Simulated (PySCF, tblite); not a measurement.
**C5H9F3N radical: geometry, infrared bands and EPR parameters**

Wanted: the infrared bands and EPR parameters of C5H9F3N radical (`CCNC[C](F)C(F)F`), by calculation.

The runs use tblite 0.8.0 and PySCF 2.14.0, with density-fitted response routines of our own; the level of theory stands in each step. All values are computed, except where a source is named. Atoms are numbered from 0 throughout.

### Step 1. The starting structure

18 atoms, charge 0, multiplicity 2; geometry from: force field or distance geometry start.

Bonds of the start (Å): C0–C1 1.51, C1–N2 1.48, N2–C3 1.46, C3–C4 1.49, C4–F5 1.35, C4–C6 1.48, C6–F7 1.36, C6–F8 1.36, C0–H9 1.10, C0–H10 1.09, C0–H11 1.11, C1–H12 1.11, C1–H13 1.09, N2–H14 1.01, C3–H15 1.08, C3–H16 1.11, C6–H17 1.10.

### Step 2. Relaxing the molecule with GFN2-xTB

Job settings and geometry (Å):

```
{"job": {"kind": "relax", "xc": "GFN2-xTB", "basis": "xTB"}, "charge": 0, "multiplicity": 2}
C     -2.779700    -0.674000    -1.074500
C     -1.746200     0.252900    -0.473700
N     -0.455900    -0.459100    -0.357000
C      0.562900     0.405400     0.227800
C      1.852100    -0.334000     0.387800
F      1.875400    -1.684500     0.449500
C      3.061900     0.451600     0.728500
F      3.294400     1.446500    -0.163100
F      2.914500     1.054500     1.939700
H     -2.952300    -1.559900    -0.447700
H     -2.493600    -1.003500    -2.076200
H     -3.748600    -0.149300    -1.161200
H     -2.088600     0.576100     0.535000
H     -1.630700     1.134800    -1.101100
H     -0.582000    -1.283200     0.215100
H      0.715400     1.279200    -0.386100
H      0.244200     0.745600     1.229800
H      3.947900    -0.192700     0.775900
```

Run with:

```sh
$ OMP_NUM_THREADS=1 python probes_run.py task.json out
```

This one command runs all jobs of the session in turn.

Log:

```text
step      E/eV     max force
  0    -879.75093    1.720
  1    -879.82745    0.507
  2    -879.84336    0.245
  3    -879.85606    0.233
  4    -879.86137    0.232
  5    -879.86602    0.185
  6    -879.86985    0.177
  7    -879.87386    0.162
  8    -879.87707    0.121
  9    -879.87954    0.103
 10    -879.88117    0.084
 11    -879.88224    0.073
 12    -879.88302    0.083
 13    -879.88383    0.070
 14    -879.88472    0.072
 15    -879.88557    0.069
 16    -879.88633    0.057
 17    -879.88716    0.079
 18    -879.88816    0.105
 19    -879.88919    0.099
 20    -879.88996    0.065
 21    -879.89043    0.049
 22    -879.89075    0.039
 23    -879.89104    0.039
 24    -879.89126    0.038
 25    -879.89143    0.036
 26    -879.89161    0.038
 27    -879.89186    0.039
 28    -879.89212    0.048
 29    -879.89236    0.039
 30    -879.89257    0.044
 31    -879.89280    0.041
 32    -879.89305    0.044
 33    -879.89328    0.041
 34    -879.89347    0.036
 35    -879.89366    0.036
 36    -879.89388    0.049
 37    -879.89411    0.044
 38    -879.89431    0.033
 39    -879.89448    0.032
 40    -879.89466    0.034
 41    -879.89485    0.037
 42    -879.89499    0.028
 43    -879.89509    0.020
 44    -879.89516    0.020
 45    -879.89523    0.027
 46    -879.89530    0.021
 47    -879.89535    0.021
 48    -879.89540    0.019
 49    -879.89546    0.026
 50    -879.89554    0.032
 51    -879.89563    0.026
 52    -879.89574    0.027
 53    -879.89586    0.026
 54    -879.89598    0.037
 55    -879.89610    0.039
 56    -879.89621    0.025
 57    -879.89630    0.022
 58    -879.89636    0.016
 59    -879.89641    0.018
 60    -879.89646    0.018
 61    -879.89652    0.019
 62    -879.89660    0.023
 63    -879.89668    0.025
 64    -879.89676    0.025
 65    -879.89684    0.019
 66    -879.89693    0.027
 67    -879.89705    0.028
 68    -879.89719    0.032
 69    -879.89738    0.033
 70    -879.89759    0.032
 71    -879.89778    0.036
 72    -879.89794    0.035
 73    -879.89806    0.027
 74    -879.89818    0.028
 75    -879.89827    0.021
 76    -879.89834    0.017
 77    -879.89837    0.013
 78    -879.89839    0.010
```

Wall time 0.96 s (1 thread of AMD EPYC, shared host).

Along the way: (not every step is listed)

| step | energy from step 0 (eV) | largest force (eV/Å) |
| --- | --- | --- |
| 0 | 0.0000 | 1.7201 |
| 1 | -0.0765 | 0.5069 |
| 2 | -0.0924 | 0.2452 |
| 3 | -0.1051 | 0.2327 |
| 4 | -0.1104 | 0.2324 |
| 5 | -0.1151 | 0.1846 |
| 6 | -0.1189 | 0.1774 |
| 7 | -0.1229 | 0.1619 |
| 8 | -0.1261 | 0.1212 |
| 14 | -0.1338 | 0.0722 |
| 20 | -0.1390 | 0.0647 |
| 26 | -0.1407 | 0.0377 |
| 32 | -0.1421 | 0.0438 |
| 38 | -0.1434 | 0.0331 |
| 44 | -0.1442 | 0.0198 |
| 50 | -0.1446 | 0.0320 |
| 56 | -0.1453 | 0.0248 |
| 62 | -0.1457 | 0.0227 |
| 68 | -0.1463 | 0.0319 |
| 73 | -0.1471 | 0.0266 |
| 74 | -0.1472 | 0.0282 |
| 75 | -0.1473 | 0.0210 |
| 76 | -0.1474 | 0.0165 |
| 77 | -0.1474 | 0.0125 |
| 78 | -0.1475 | 0.0100 |

Close pairs (by a distance rule), those that changed most:

| bond | before (Å) | after (Å) | change (Å) |
| --- | --- | --- | --- |
| C1–N2 | 1.478 | 1.448 | -0.030 |
| N2–C3 | 1.459 | 1.437 | -0.022 |
| C6–F8 | 1.361 | 1.381 | +0.020 |
| C3–H15 | 1.079 | 1.098 | +0.019 |
| C0–H11 | 1.105 | 1.087 | -0.019 |
| C3–C4 | 1.495 | 1.479 | -0.016 |
| C3–H16 | 1.105 | 1.117 | +0.012 |
| C0–H9 | 1.099 | 1.088 | -0.011 |

The next job starts from the end point, and lists it.

### Step 3. Infrared spectrum with GFN2-xTB

Job settings and geometry (Å):

```
{"job": {"kind": "ir", "xc": "GFN2-xTB", "basis": "xTB"}, "charge": 0, "multiplicity": 2}
C     -2.790725    -0.695758    -1.085638
C     -1.801664     0.237019    -0.402415
N     -0.478381    -0.351000    -0.421396
C      0.546981     0.438201     0.203651
C      1.830110    -0.279484     0.361108
F      1.775114    -1.589227     0.714940
C      3.092278     0.398309     0.714951
F      3.469045     1.275389    -0.252591
F      2.975441     1.178842     1.847707
H     -2.866453    -1.635297    -0.542003
H     -2.459719    -0.908333    -2.098253
H     -3.775423    -0.237995    -1.123561
H     -2.145696     0.455052     0.624078
H     -1.747446     1.186251    -0.944630
H     -0.496263    -1.293936    -0.046889
H      0.726512     1.337859    -0.398776
H      0.221844     0.799280     1.209469
H      3.915684    -0.308855     0.888631
```

Log:

```text
mode    cm-1     km/mol
  1      35.7      0.94
  2      47.8      4.22
  3      72.9      1.39
  4      90.2      2.47
  5     110.9      2.94
  6     164.5      1.41
  7     185.7      6.85
  8     229.8      0.74
  9     289.0      9.76
 10     372.3     13.27
 11     417.2      5.45
 12     421.9      3.10
 13     520.6     11.27
 14     618.5     72.72
 15     728.1    117.59
 16     835.5      8.19
 17     851.2     17.15
 18     881.0    200.54
 19     901.4     21.83
 20     950.5      0.33
 21    1021.1    160.52
 22    1074.6     15.80
 23    1099.8     14.39
 24    1134.8     32.92
 25    1158.3     85.24
 26    1173.6     23.19
 27    1192.0     15.00
 28    1223.0      7.42
 29    1242.1     46.13
 30    1257.4     14.08
 31    1299.3     12.02
 32    1308.4    112.73
 33    1346.6      8.40
 34    1403.2     25.78
 35    1409.3      8.64
 36    1418.1     12.98
 37    1489.4      3.56
 38    1492.0      6.67
 39    1497.9      1.22
 40    2635.9     34.31
 41    2813.6    118.11
 42    2917.2      4.78
 43    2920.5     15.70
 44    2952.8     39.06
 45    3031.2     36.35
 46    3049.7     30.85
 47    3055.0     21.22
 48    3376.9      3.50
```

Run time: 1.1 s. Hardware: 1 thread of AMD EPYC, shared host.

Which atoms move in the most intense modes:

| cm⁻¹ | km/mol | atoms |
| --- | --- | --- |
| 618 | 72.7 | C6 32 %, C4 16 %, F5 13 %, F8 12 % |
| 728 | 117.6 | H14 68 %, N2 11 % |
| 881 | 200.5 | C6 63 %, F8 30 % |
| 1021 | 160.5 | C6 56 %, F7 31 % |
| 1158 | 85.2 | H16 35 %, C4 14 % |
| 1242 | 46.1 | H16 24 %, H13 13 %, H15 12 %, C4 10 % |
| 1308 | 112.7 | H17 39 %, C4 34 %, C6 13 % |
| 2814 | 118.1 | H12 92 % |

### Step 4. EPR parameters: B3LYP/pcH-1

The job, as its differences from that of step 3:

```diff
@@ -1,2 +1,2 @@
-{"job": {"kind": "ir", "xc": "GFN2-xTB", "basis": "xTB"}, "charge": 0, "multiplicity": 2}
+{"job": {"kind": "epr", "basis": "pcH-1"}, "charge": 0, "multiplicity": 2}
 C     -2.790725    -0.695758    -1.085638
```

Level: UKS B3LYP, pcH-1 on C F H N, non-relativistic, mean-field spin-orbit, GIAO.

Log:

```text
UKS, coarse grid
  cycle   1  E = -550.04779825  |g| = 6.47e-01
  cycle   2  E = -549.83601326  |g| = 1.06e+00
  cycle   3  E = -550.18961664  |g| = 7.46e-02
  cycle   4  E = -550.19121814  |g| = 4.54e-02
  cycle   5  E = -550.19202460  |g| = 1.15e-02
  cycle   6  E = -550.19206632  |g| = 4.63e-03
  cycle   7  E = -550.19207621  |g| = 1.22e-03
  cycle   8  E = -550.19207632  |g| = 4.58e-04
UKS, final grid
  cycle   1  E = -550.19204982  |g| = 4.98e-04
  cycle   2  E = -550.19204977  |g| = 6.33e-04
  cycle   3  E = -550.19204992  |g| = 9.16e-05
  cycle   4  E = -550.19204992  |g| = 1.91e-05
E = -550.19204992 Eh   <S^2> = 0.7535 (exact 0.7500)
g shifts (ppm)      1          2          3
  rmc          -220       -220       -220
  gc             13         64         45
  oz_so           7       1459       2613
  total        -201       1302       2437
hyperfine (MHz)  atom isotope    a_iso     a_fc   dipolar eigenvalues
    0   13C      -0.10      -0.10     -0.17     -0.13      0.31
    1   13C      -1.44      -1.44     -0.44     -0.07      0.51
    2   14N       2.03       2.03     -0.80     -0.41      1.21
    3   13C     -25.78     -25.78     -2.45     -1.59      4.04
    4   13C     162.97     162.97    -83.30    -80.65    163.95
    5   19F     169.03     169.03   -262.29   -222.99    485.27
    6   13C     -18.23     -18.23     -3.46     -1.11      4.57
    7   19F      67.81      67.81    -44.72    -41.92     86.64
    8   19F     176.99     176.99    -92.21    -87.42    179.63
    9    1H       0.01       0.01     -0.61     -0.57      1.18
   10    1H       0.46       0.46     -0.62     -0.57      1.19
   11    1H       0.46       0.46     -0.40     -0.38      0.77
   12    1H      -0.01      -0.01     -1.39     -0.91      2.30
   13    1H      -0.11      -0.11     -1.12     -0.96      2.07
   14    1H      -1.46      -1.46     -3.59     -2.88      6.46
   15    1H      34.89      34.89     -5.83     -4.68     10.51
   16    1H     142.03     142.03     -5.55     -2.12      7.67
   17    1H       0.61       0.61     -6.76     -3.92     10.68
```

Wall time 2.2 min (1 thread of AMD EPYC, shared host); peak memory 1.1 GiB.

Principal g values 2.00212, 2.00362, 2.00476; g(iso) = 2.00350, against 2.00232 for a free electron.

Hyperfine couplings; where a row names several nuclei, a(iso) is their mean (it holds for fast rotation or exchange) and the dipolar term the largest among them:

| nuclei | isotope | a(iso) (MHz) | a(iso) (G, at g = 2.0023) | largest dipolar term (MHz) |
| --- | --- | --- | --- | --- |
| F5 | 19F | 169.0 | 60.3 | 485.3 |
| C4 | 13C | 163.0 | 58.2 | 164.0 |
| F7, F8 | 19F | 122.4 | 43.7 | 179.6 |
| H15, H16 | 1H | 88.5 | 31.6 | 10.5 |
| C3 | 13C | -25.8 | -9.2 | 4.0 |
| C6 | 13C | -18.2 | -6.5 | 4.6 |
| N2 | 14N | 2.0 | 0.7 | 1.2 |
| H14 | 1H | -1.5 | -0.5 | 6.5 |
| C1 | 13C | -1.4 | -0.5 | 0.5 |
| H17 | 1H | 0.6 | 0.2 | 10.7 |
| H9, H10, H11 | 1H | 0.3 | 0.1 | 1.2 |
| C0 | 13C | -0.1 | 0.0 | 0.3 |
| H12, H13 | 1H | -0.1 | 0.0 | 2.3 |

Mulliken spin populations:

C0 0.00; C1 0.00; N2 0.01; C3 -0.06; C4 0.88; F5 0.07; C6 -0.02; F7 0.01; F8 0.03; H9 0.00; H10 0.00; H11 0.00; H12 0.00; H13 0.00; H14 0.00; H15 0.01; H16 0.07; H17 0.00

In first order the couplings over 0.8 MHz of 19F, 1H, 14N give 108 distinct lines over 212.8 G, if the averaged nuclei exchange fast.

Orbitals, density, ELF and potential are computed afterwards from the orbital file.

ELF in a plane through or near 10 of the atoms.

Ten even steps from ' ' (0.00) to '@' (1.00):
```
                                                        
                                                        
                                                        
                ..::::::                                
                ==**##**--    ..      ..::..            
        ::**    ++%%%%%%++  --%%==    ##%%**::          
      --@@@@##  --##**##--  %%@@##  ::@@@@@@==          
      ##@@@@@@--..++##==    @@@@%%  --%%@@%%--          
      **@@@@@@**%%--==**--::##**++..==**++**==::        
        --##++--@@**::@@++##++--##++%%++::%%@@%%==      
          ::--::##++++**##--####%%..##%%##@@@@@@##..    
          ..----::  ..==..------++##--****@@@@@@%%      
          ....      ..##%%**  ..##@@##::  **@@%%--      
                    ..**##++  ..%%@@%%--    ::..        
                      --==..    **@@##::                
                                ::++--                  
                                                        
                                                        
                                                        
                                                        
```
The map spans 13.1 Å across and 8.9 Å up, centred on the molecule. Atoms in the plane (x, y in Å): C0 (3.0, 0.3), C1 (1.8, -0.5), N2 (0.6, 0.3), C3 (-0.7, -0.4), C4 (-1.8, 0.6), F5 (-1.7, 1.8), C6 (-3.2, 0.1), H11 (3.9, -0.3), H14 (0.7, 1.2), H17 (-3.9, 0.9).

On the surface of density 0.002 e/bohr³ the electrostatic potential runs, from the 1st to the 99th percentile, from -1.21 V near N2 to 1.32 V near H14.

The spin density lies nearest to C4 66 %; F5 11 %; H16 6 %.

### Step 5. Results

| quantity | value |
| --- | --- |
| strongest single infrared mode (GFN2-xTB) | 881 cm⁻¹, 201 km/mol |
| zero-point energy (GFN2-xTB) | 85.4 kcal/mol |
| g(iso) (B3LYP) | 2.00350 |
| ⟨S²⟩ | 0.754 (exact 0.75) |
| largest a(iso) (averaged by class) | 19F on F5, 169.0 MHz |
| surface potential, 1st and 99th percentile | -1.21 V and 1.32 V |

In words: Over 78 steps the energy fell by 0.147 eV; of the close pairs, C1–N2 changed most, 1.478 to 1.448 Å. All 48 modes are real, so the xTB geometry is a minimum. The strongest single mode, at 881 cm⁻¹, moves mainly C6. Unscaled tight-binding wavenumbers are off by several per cent, some by more. Its intensities can rank the bands wrongly. C4 carries the largest spin population, 0.88 e. The isotropic g lies 1.2 ppt above the free-electron value.
